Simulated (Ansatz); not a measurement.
CH2AlBO, SMILES O=[C]1[BH][AlH]1, a short molecular-dynamics run

Program: Ansatz 0.2.0, Python API.

`ch2albo.xyz`
```text
6

O    -0.01110   -2.05850    1.02370
C     0.01880   -0.93580    0.45220
B     0.94500    0.19180   -0.33710
Al   -0.80010    0.65140   -0.13560
H     2.04700    0.49690   -0.73770
H    -2.15760    1.59030   -0.31170
```

The cells in order, each with its output:

```python
import ansatz as az
import numpy as np
```

```python
molecule = az.Crystal.molecule_from_extxyz("ch2albo.xyz")
```

```python
setup = (
    molecule.calculation()
    .basis(gaussian="6-31G")
    .functional("PBE0")
    .md("nve", timestep=0.25, steps=20, temperature=800, initial_velocities="maxwell_boltzmann", seed=30)
)
frames = []
result = setup.session().plan().execute(on_event=lambda e: frames.append(e["data"]) if e["event"] == "md_step" else None)
print("t (fs)   E_pot (eV)      E_kin (eV)   T (K)   d(0-1) (A)")
for f in frames[::2]:
    xyz = np.array(f["positions_ang"])
    print(f"{f['time_fs']:6.2f} {f['lagrangian_ev']:14.5f} {f['e_kin_ev']:10.5f} {f['temperature_k']:8.1f} {np.linalg.norm(xyz[0] - xyz[1]):9.4f}")
kept = np.array([f["conserved_ev"] for f in frames])
print(f"conserved energy moves by at most {1000 * np.ptp(kept):.3f} meV")
symbols = [site.symbol for site in molecule.cartesian_sites]
with open("last_frame.xyz", "w") as handle:
    handle.write(f"{len(symbols)}\nt = {frames[-1]['time_fs']} fs\n")
    handle.writelines("{:2s} {:10.5f} {:10.5f} {:10.5f}\n".format(s, *xyz) for s, xyz in zip(symbols, frames[-1]["positions_ang"]))
```

    t (fs)   E_pot (eV)      E_kin (eV)   T (K)   d(0-1) (A)
      0.00   -10374.85821    0.41363    800.0    1.2601
      0.50   -10374.92549    0.48082    929.9    1.2525
      1.00   -10375.00876    0.56402   1090.9    1.2435
      1.50   -10375.10340    0.65859   1273.8    1.2334
      2.00   -10375.20526    0.76039   1470.7    1.2223
      2.50   -10375.31081    0.86589   1674.7    1.2106
      3.00   -10375.41727    0.97233   1880.6    1.1985
      3.50   -10375.52281    1.07785   2084.7    1.1865
      4.00   -10375.62652    1.18155   2285.2    1.1748
      4.50   -10375.72844    1.28348   2482.4    1.1639
      5.00   -10375.82955    1.38461   2678.0    1.1543
    conserved energy moves by at most 0.387 meV

`last_frame.xyz`, as written:
```text
6
t = 5.0 fs
O     0.01426   -2.03071    1.00206
C     0.04342   -1.00081    0.48173
B     0.96334    0.12406   -0.34701
Al   -0.82943    0.70207   -0.13882
H     2.11236    0.33282   -0.49535
H    -2.33054    1.45823   -0.37008
```

Notes:
- These settings explore the input space; basis and method may be short of convergence.
- The trajectory is only some femtoseconds long, so its temperature is not equilibrated; where the script doesn't relax first, it starts from a rough generated geometry.
- The temperature counts the internal degrees of freedom alone.
- Hardware and time: 43 s on 1 thread of Arm Neoverse V1 (shared host), peak memory 0.16 GiB.
